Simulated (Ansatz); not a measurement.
# Be: the cost of one run

All numbers below are computed with Ansatz 0.2.0 (DFT PBE+D3(BJ), plane waves, PAW, scalar-relativistic, no spin polarisation).

### 1 The starting structure

The cell holds 36 atoms (Be36): a = 6.983 Å, b = 6.983 Å, c = 7.295 Å, α = 90.00°, β = 90.00°, γ = 120.00°.

Its coordinates follow in the input file.

### 2 Run 1

90 steps of 0.75 fs under a Langevin thermostat at 2800 K.

The input, input.yaml:

```yaml
crystal:
  lattice:
    - [6.982643, 0.0, 0.0]
    - [-3.491321, 6.047146, 0.0]
    - [0.0, 0.0, 7.294534]
  atoms:
    - { symbol: Be, position: [0.0, 0.0, 0.0] }
    - { symbol: Be, position: [0.1111111, 0.2222222, 0.25] }
    - { symbol: Be, position: [0.0, 0.0, 0.5] }
    - { symbol: Be, position: [0.1111111, 0.2222222, 0.75] }
    - { symbol: Be, position: [0.0, 0.3333333, 0.0] }
    - { symbol: Be, position: [0.1111111, 0.5555556, 0.25] }
    - { symbol: Be, position: [0.0, 0.3333333, 0.5] }
    - { symbol: Be, position: [0.1111111, 0.5555556, 0.75] }
    - { symbol: Be, position: [0.0, 0.6666667, 0.0] }
    - { symbol: Be, position: [0.1111111, 0.8888889, 0.25] }
    - { symbol: Be, position: [0.0, 0.6666667, 0.5] }
    - { symbol: Be, position: [0.1111111, 0.8888889, 0.75] }
    - { symbol: Be, position: [0.3333333, 0.0, 0.0] }
    - { symbol: Be, position: [0.4444444, 0.2222222, 0.25] }
    - { symbol: Be, position: [0.3333333, 0.0, 0.5] }
    - { symbol: Be, position: [0.4444444, 0.2222222, 0.75] }
    - { symbol: Be, position: [0.3333333, 0.3333333, 0.0] }
    - { symbol: Be, position: [0.4444444, 0.5555556, 0.25] }
    - { symbol: Be, position: [0.3333333, 0.3333333, 0.5] }
    - { symbol: Be, position: [0.4444444, 0.5555556, 0.75] }
    - { symbol: Be, position: [0.3333333, 0.6666667, 0.0] }
    - { symbol: Be, position: [0.4444444, 0.8888889, 0.25] }
    - { symbol: Be, position: [0.3333333, 0.6666667, 0.5] }
    - { symbol: Be, position: [0.4444444, 0.8888889, 0.75] }
    - { symbol: Be, position: [0.6666667, 0.0, 0.0] }
    - { symbol: Be, position: [0.7777778, 0.2222222, 0.25] }
    - { symbol: Be, position: [0.6666667, 0.0, 0.5] }
    - { symbol: Be, position: [0.7777778, 0.2222222, 0.75] }
    - { symbol: Be, position: [0.6666667, 0.3333333, 0.0] }
    - { symbol: Be, position: [0.7777778, 0.5555556, 0.25] }
    - { symbol: Be, position: [0.6666667, 0.3333333, 0.5] }
    - { symbol: Be, position: [0.7777778, 0.5555556, 0.75] }
    - { symbol: Be, position: [0.6666667, 0.6666667, 0.0] }
    - { symbol: Be, position: [0.7777778, 0.8888889, 0.25] }
    - { symbol: Be, position: [0.6666667, 0.6666667, 0.5] }
    - { symbol: Be, position: [0.7777778, 0.8888889, 0.75] }
basis:
  ecutwfc: 420.0
kpoints:
  mp_grid: { grid: [2, 2, 2] }
hamiltonian:
  xc: pbe
  dispersion: d3bj
scf:
  occupations: { method: fermi_dirac, width: 0.24 }
  lower_state_search: "off"
md:
  timestep: 0.75
  n_steps: 90
  ensemble: nvt_langevin
  temperature: 2800.0
  initial_velocities: maxwell_boltzmann
  seed: 430677
  friction: 0.02
```

Run with:

```bash
$ ansatz run input.yaml --threads 1 --pin off --max-ram 3072MiB --backend cpu --events-out ev --progress --plain --runs-dir out
```

What time and memory should one allow on 1 thread of Arm Neoverse V1, shared host?

About 13 min, with a peak of 0.65 GiB.
